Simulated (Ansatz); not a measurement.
**SbH₂+ (triplet): B2PLYP, RPA-PBE over a scan of the scale of all distances, def2-SVP**

How well do these functionals follow the top wave-function level for SbH₂+ (triplet) over a scan of the scale of all distances?

Computed with Ansatz 0.2.0, Gaussian basis. Level: def2-SVP, all electrons in the functionals, frozen cores in the correlation of double hybrids and RPA.

Plan: B2PLYP, RPA-PBE, at 0.889; 1.000; 1.136; 1.277; 1.512; 1.722; 1.981; 2.432.

23 further runs of the same task are left out: 19 that didn't finish, 4 set aside as unsound or not needed.

## (1) What is computed

The geometry derives from a PBE0/def2-TZVP stationary point (not a proven minimum). All distances are scaled together. No spin-orbit coupling is included. Elements past krypton take def2 core potentials.

3 atoms, charge 1, spin multiplicity 3.

Atoms are counted from 1 here; the program's logs count them from 0.

Bond lengths: Sb1–H2 1.691 Å, Sb1–H3 1.691 Å. Angles: H2–Sb1–H3 120.6°.

No dispersion term is added.

The geometry shown and the zero of energy belong to the point 1.000. The yardstick, FCI, and other wave-function levels (R restricted, U unrestricted, valence and pair active spaces) come from earlier runs.

## (2) B2PLYP, 0.889

File in.yaml:

```yaml
crystal:
  periodic: [false, false, false]
  atoms:
    - {symbol: Sb, position_ang: [0.000000, -0.012124, 0.000000]}
    - {symbol: H, position_ang: [0.000000, 0.732306, -1.305766]}
    - {symbol: H, position_ang: [0.000000, 0.732306, 1.305766]}
basis:
  gaussian: {orbitals: def2-SVP}
total_charge: 1
magnetization: {spin_polarized: true, initial_magnetization: 2}
hamiltonian: {xc: {name: B2PLYP}}
correlation: {electrons: outside_noble_gas}
```

Launch:

```bash
> ansatz run in.yaml --threads 1 --pin off --events-out ev --progress --plain --max-ram 2393MiB
```

Further steps of the session: B2PLYP, 1.000; B2PLYP, 1.136; B2PLYP, 1.277; B2PLYP, 1.512; B2PLYP, 1.722; B2PLYP, 1.981; B2PLYP, 2.432; RPA-PBE, 0.889; RPA-PBE, 1.000; RPA-PBE, 1.136; RPA-PBE, 1.277; RPA-PBE, 1.512; RPA-PBE, 1.722; RPA-PBE, 1.981; RPA-PBE, 2.432.

Q: Predict the results of all the runs planned. Wanted: span of the FCI curve; largest miss, B2PLYP; largest miss, RPA-PBE.

**Answer**, as computed:

| quantity | value |
| --- | --- |
| span of the FCI curve | 397.0 kJ/mol |
| largest miss, B2PLYP | +30.2 kJ/mol (1.512) |
| largest miss, RPA-PBE | +15.5 kJ/mol (1.722) |

Of the functionals, RPA-PBE keep the smallest largest miss at the points compared (at most 15.5 kJ/mol) and B2PLYP strays most (30.2 kJ/mol, at 1.512). B2PLYP, RPA-PBE clearly break the spin symmetry at some points (⟨S²⟩ up to 1.00 above the pure value), so energy there is bought with a mixed spin. Functionals and the yardstick converge differently with the basis, so part of each miss in def2-SVP is the basis.
